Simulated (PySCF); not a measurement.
# C5H14Si2: the cost of one run

Programs: PySCF 2.14.0, with density-fitted response routines of our own. Each step states its level of theory. These are calculated values for one molecule, in the gas phase or a continuum, unless marked as measured. Atoms count from 0, in the outputs and in this text.

**1. Starting geometry**

21 atoms, charge 0, multiplicity 1; geometry from: GFN2-xTB. The atoms were then displaced at random by about 0.01 Å, so the start is not that level's minimum.

Bonds of the start (Å): C0–C1 1.53, C1–C2 1.54, C1–Si3 1.94, Si3–C4 1.85, C4–C5 1.33, C5–Si6 1.90, C0–H7 1.08, C0–H8 1.06, C0–H9 1.11, C1–H10 1.10, C2–H11 1.06, C2–H12 1.09, C2–H13 1.09, Si3–H14 1.46, Si3–H15 1.49, C4–H16 1.07, C5–H17 1.08, Si6–H18 1.47, Si6–H19 1.46, Si6–H20 1.44.

**2. Optimising the geometry at PBE0-D3(BJ)/def2-SVP**

The job: settings as JSON, then the geometry in Å.

```
{"job": {"xc": "PBE0", "basis": "def2-SVP", "d3": "d3bj", "grid": 1, "shake": 0.01, "kind": "geom"}, "charge": 0, "multiplicity": 1}
C     -1.378370    -0.491350    -1.328630
C     -1.725510    -0.470900     0.158260
C     -3.176890    -0.010550     0.382760
Si    -0.447870     0.612300     1.141120
C      1.246950    -0.063390     0.815110
C      2.257870     0.632240     0.292870
Si     3.989150    -0.060200    -0.047380
H     -2.079340    -1.097750    -1.883270
H     -0.390900    -0.824970    -1.493130
H     -1.476230     0.538430    -1.730150
H     -1.648940    -1.503250     0.524730
H     -3.853530    -0.651220    -0.130650
H     -3.432830    -0.020180     1.440760
H     -3.311540     1.012480     0.039220
H     -0.580720     1.998100     0.708990
H     -0.794360     0.528960     2.585670
H      1.429150    -1.083510     1.087330
H      2.077210     1.671150     0.038340
H      4.031180    -1.470420     0.366160
H      4.238850     0.053000    -1.477360
H      4.955520     0.723310     0.686980
```

Launch:

```console
OMP_NUM_THREADS=1 python probes_run.py task.json out
```

This one command runs all jobs of the session in turn.

**Question.** How long does this first job take on 1 thread of AMD EPYC 9R45, shared host, and how much memory does it need?

About 42 s, with a peak of 0.74 GiB.
